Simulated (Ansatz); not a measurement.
# Cr2B: the cost of one run

Method: DFT r2SCAN, scalar-relativistic, plane waves, PAW, in Ansatz 0.2.0.

2 further runs of the same task are left out: 2 set aside as unsound or not needed.

## (1) The structure to begin with

It takes space group I4/mcm (No. 140, tetragonal). Conventional cell: a = 5.109 Å, b = 5.109 Å, c = 4.244 Å, α = 90.00°, β = 90.00°, γ = 90.00°. Cr (site symmetry m2m) is surrounded by 4 B at 2.18 Å and 3 Cr at 2.40 to 2.44 Å. Around B (site symmetry 422) lie 2 B at 2.12 Å and 8 Cr at 2.18 Å.

Coordinates:

```
CELL_PARAMETERS angstrom
-2.55452 2.55452 2.12201
2.55452 -2.55452 2.12201
2.55452 2.55452 -2.12201
ATOMIC_POSITIONS crystal
Cr 0.66604 0.16604 0.83209
Cr 0.16604 0.33396 0.50000
Cr 0.33396 0.83396 0.16791
Cr 0.83396 0.66604 0.50000
B 0.25000 0.25000 0.00000
B 0.75000 0.75000 0.00000
```

It is the result of an earlier relaxation at this level (volume 9.23 Å³/atom; gap on the mesh: none (metal)).

## (2) Point at V/V0 = 0.97

File input.yaml:

```yaml
crystal:
  lattice:
    - [-2.5287146964, 2.5287146964, 2.100569446]
    - [2.5287146964, -2.5287146964, 2.100569446]
    - [2.5287146964, 2.5287146964, -2.100569446]
  atoms:
    - { symbol: Cr, position: [0.6660442695, 0.1660442695, 0.8320885391] }
    - { symbol: Cr, position: [0.1660442695, 0.3339557305, 0.5] }
    - { symbol: Cr, position: [0.3339557305, 0.8339557305, 0.1679114609] }
    - { symbol: Cr, position: [0.8339557305, 0.6660442695, 0.5] }
    - { symbol: B, position: [0.25, 0.25, 0.0] }
    - { symbol: B, position: [0.75, 0.75, 0.0] }
basis:
  ecutwfc: 500
kpoints:
  mp_grid: { grid: [12, 12, 12] }
hamiltonian:
  xc: r2scan
scf:
  occupations: { method: gaussian, width: 0.1 }
output:
  forces: true
  stress: true
  eigenvalues: true
relax:
  adjacent_minimum: "off"
  f_tol: 0.01
  max_steps: 30
  cell: { stress_tol: 0.1, fix: [volume] }
```

The run is started by

```console
$ ansatz run input.yaml --threads 1 --pin off --max-ram 2560MiB --backend cpu --events-out ev --progress --plain --runs-dir out
```

Q: Estimate wall time and peak memory on 1 thread of Arm Neoverse V1, shared host.

About 2.7 min, with a peak of 0.7 GiB.
